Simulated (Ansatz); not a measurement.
# CH6AlNO: up Jacob's ladder to CCSD(T)

One table from this session's results is given with a row withheld; the runs are named, their logs left out.

Program: Ansatz 0.2.0, Gaussian basis. Level of theory: functionals in def2-TZVPP, the program's frozen cores in correlated methods. These are calculated values, not measurements.

The runs, in order: LDA (SPW92), PBE-D4, revPBE-D4, BLYP-D4, r2SCAN-D4, B97M-V, PBE0-D4, B3LYP-D4, r2SCANh-D4, r2SCAN0-D4, HSE06-D4, BHLYP-D4, CAM-B3LYP-D4, LC-ωPBE, ωB97X-V, ωB97M-V, B2PLYP, PBE-QIDH; CCSD(T)/def2-SVP; CCSD(T)/def2-TZVPP; MP2/def2-QZVPP; extrapolation to the limit; RPA on PBE.

### The geometry

An earlier PBE0-D4 in a triple-zeta def2 set relaxation fixed the geometry.

SMILES `C[NH][AlH][OH]`, 10 atoms, charge 0, spin multiplicity 1.

Atoms are counted from 1 here; the program's logs count them from 0.

Bond lengths: C1–N2 1.446 Å, C1–H5 1.097 Å, C1–H6 1.093 Å, C1–H7 1.097 Å, N2–Al3 1.768 Å, N2–H8 1.009 Å, Al3–O4 1.696 Å, Al3–H9 1.573 Å, O4–H10 0.954 Å. Angles: N2–C1–H5 112.5°, N2–C1–H6 110.1°, N2–C1–H7 112.6°, H5–C1–H6 106.9°, H5–C1–H7 107.6°, H6–C1–H7 106.9°, C1–N2–Al3 129.8°, C1–N2–H8 111.9°, Al3–N2–H8 118.3°, N2–Al3–O4 121.8°, N2–Al3–H9 119.8°, O4–Al3–H9 118.3°, Al3–O4–H10 125.8°.

The first run:

File in.yaml:

```yaml
crystal:
  periodic: [false, false, false]
  atoms:
    - {symbol: C, position_ang: [-1.069544, 0.306429, -0.876636]}
    - {symbol: N, position_ang: [-0.485336, -0.655460, 0.031040]}
    - {symbol: Al, position_ang: [1.013013, -0.565073, 0.965424]}
    - {symbol: O, position_ang: [2.031376, 0.789202, 0.894588]}
    - {symbol: H, position_ang: [-2.061381, 0.642721, -0.551020]}
    - {symbol: H, position_ang: [-0.437649, 1.196253, -0.938616]}
    - {symbol: H, position_ang: [-1.169716, -0.084539, -1.896480]}
    - {symbol: H, position_ang: [-1.050646, -1.487780, 0.112381]}
    - {symbol: H, position_ang: [1.428987, -1.763858, 1.895021]}
    - {symbol: H, position_ang: [1.883995, 1.570905, 0.367397]}
basis:
  gaussian: {orbitals: def2-TZVPP}
hamiltonian: {xc: lda}
output: {orbitals: {seedname: orbitals}}
```

Launch:

```
> ansatz run in.yaml --threads 2 --pin off --events-out ev --progress --plain --max-ram 4352MiB
```

Steps of the session up to this table: LDA; PBE-D4 (GGA); revPBE-D4 (GGA); BLYP-D4 (GGA); r2SCAN-D4 (meta-GGA); B97M-V (meta-GGA); PBE0-D4 (hybrid); B3LYP-D4 (hybrid); r2SCANh-D4 (hybrid); r2SCAN0-D4 (hybrid); HSE06-D4 (hybrid); BHLYP-D4 (hybrid); CAM-B3LYP-D4 (range-separated); LC-ωPBE (range-separated); ωB97X-V (range-separated); ωB97M-V (range-separated); B2PLYP (double hybrid); PBE-QIDH (double hybrid).

One of the session's tables, all rows but one given; the rest of the session is left out.

It belongs to the step «Frontier levels by functional». 

| functional | HOMO (eV) | gap (eV) |
| --- | --- | --- |
| LDA (SPW92) | -5.62 | 4.78 |
| PBE-D4 | -5.47 | 4.84 |
| revPBE-D4 | -5.42 | 4.90 |
| BLYP-D4 | -5.36 | 4.75 |
| r2SCAN-D4 | -5.73 | 5.55 |
| B97M-V | ? | ? |
| PBE0-D4 | -6.81 | 6.99 |
| B3LYP-D4 | -6.58 | 6.48 |
| r2SCANh-D4 | -6.23 | 6.30 |
| r2SCAN0-D4 | -6.99 | 7.42 |
| HSE06-D4 | -6.40 | 6.22 |
| BHLYP-D4 | -8.07 | 8.97 |
| CAM-B3LYP-D4 | -8.22 | 9.26 |
| LC-ωPBE | -9.61 | 11.77 |
| ωB97X-V | -9.24 | 11.28 |
| ωB97M-V | -9.15 | 10.87 |

Estimate the missing values for B97M-V.

**Answer.** HOMO (eV): -5.82; gap (eV): 5.33. In the column «HOMO (eV)» it lies between r2SCANh-D4 (-6.23) and r2SCAN-D4 (-5.73).
